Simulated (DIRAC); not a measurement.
# B3LYP/dyall-v2z (X2C-1eSO, uncontracted yes) run of GeTe

Wanted: a point of an energy scan of GeTe. 

The results are computed with DIRAC 26.1 (patched).

13 further runs of the same task are left out: 3 that didn't finish, 10 set aside as unsound or not needed.

## Step 1: Starting point

GeTe has 2 atoms, charge 0, and is taken as a singlet.

Bond lengths: Ge1–Te2 2.384 Å.

## Step 2: A point of an energy scan at B3LYP/dyall-v2z (X2C-1eSO, uncontracted yes)

Contents of GeTe.xyz:

```xyz
2
GeTe
Ge      0.00000000      0.00000000      0.00000000
Te      0.00000000      0.00000000      2.38389964
```

Contents of calc.inp:

```
**DIRAC
.TITLE
 GeTe, X2C-1eSO
.WAVE FUNCTION
**HAMILTONIAN
.X2C
.NOAMFI
.DFT
B3LYP-G
**INTEGRALS
*READIN
.UNCONTRACT
**WAVE FUNCTION
.SCF
**MOLECULE
*BASIS
.DEFAULT
dyall.v2z
**END OF INPUT
```

Command:

```sh
$ pam --inp=calc.inp --mol=GeTe.xyz --noarch --mw=163 --aw=368
```

Standard output:

```text
[...]
It.    1    -5014.200686264      0.00D+00  0.00D+00  0.00D+00               0.05595198s   Atom. scrpot
[...]
It.   15    -8894.065324458     -5.46D-11  1.19D-07  2.36D-08   DIIS   9    0.54300000s   LL
[...]
* Convergence after   15 iterations.
[...]
                                   TOTAL ENERGY
                                   ------------
   Charge of molecule : 0
   Electronic energy                        :    -9263.4394640275787
   Other contributions to the total energy
   Nuclear repulsion energy                 :      369.3741395695735
[...]
   Total energy                             :    -8894.0653244580044
[...]
  * Closed shell, f = 1.0000
   -1162.948999831  ( 2)       -404.108559349  ( 2)       -179.040879301  ( 2)       -167.947667564  ( 2)       -157.471204070  ( 2)
     -50.995724602  ( 2)        -45.381614280  ( 2)        -44.136367564  ( 2)        -35.911278147  ( 2)        -31.281737620  ( 2)
     -29.311738622  ( 2)        -21.144440218  ( 2)        -20.660976170  ( 2)         -6.438440637  ( 2)         -6.214393377  ( 2)
      -4.598226690  ( 2)         -4.565862508  ( 2)         -4.393531125  ( 2)         -4.221652887  ( 2)         -1.628084877  ( 2)
[...]
  * Closed shell, f = 1.0000
    -157.471261302  ( 2)        -44.137876889  ( 2)        -29.311839981  ( 2)        -21.144582911  ( 2)        -20.661023646  ( 2)
      -4.397557535  ( 2)         -4.220677592  ( 2)         -1.626074271  ( 2)         -1.558809371  ( 2)         -1.219233709  ( 2)
      -1.185262869  ( 2)         -0.238090359  ( 2)
  * Virtual eigenvalues, f = 0.0000
[...]
  * Closed shell, f = 1.0000
     -20.661129217  ( 2)         -1.557497657  ( 2)         -1.188956398  ( 2)
  * Virtual eigenvalues, f = 0.0000
       0.336344317  ( 2)          0.433241133  ( 2)          2.274492767  ( 2)          2.363393183  ( 2)          8.495425254  ( 2)
       9.248160062  ( 2)         26.395924070  ( 2)         30.762708632  ( 2)         74.185526771  ( 2)        101.638318762  ( 2)
[...]
* HOMO - LUMO gap:
    E(LUMO) :    -0.10537309 au (symmetry E1 )
  - E(HOMO) :    -0.23809036 au (symmetry E1 )
  ------------------------------------------
    gap     :     0.13271726 au
[...]
```

Run time: 9.6 s. Hardware: 1 thread of Intel Xeon 6975P-C (Granite Rapids), shared host; peak memory 0.07 GiB.

## Step 3: Outcome

Level: B3LYP/dyall-v2z (X2C-1eSO, uncontracted yes).

```
     quantity           value
 total energy  -8894.06532 Eh
  HOMO energy        -6.48 eV
  LUMO energy        -2.87 eV
HOMO–LUMO gap         3.61 eV
```
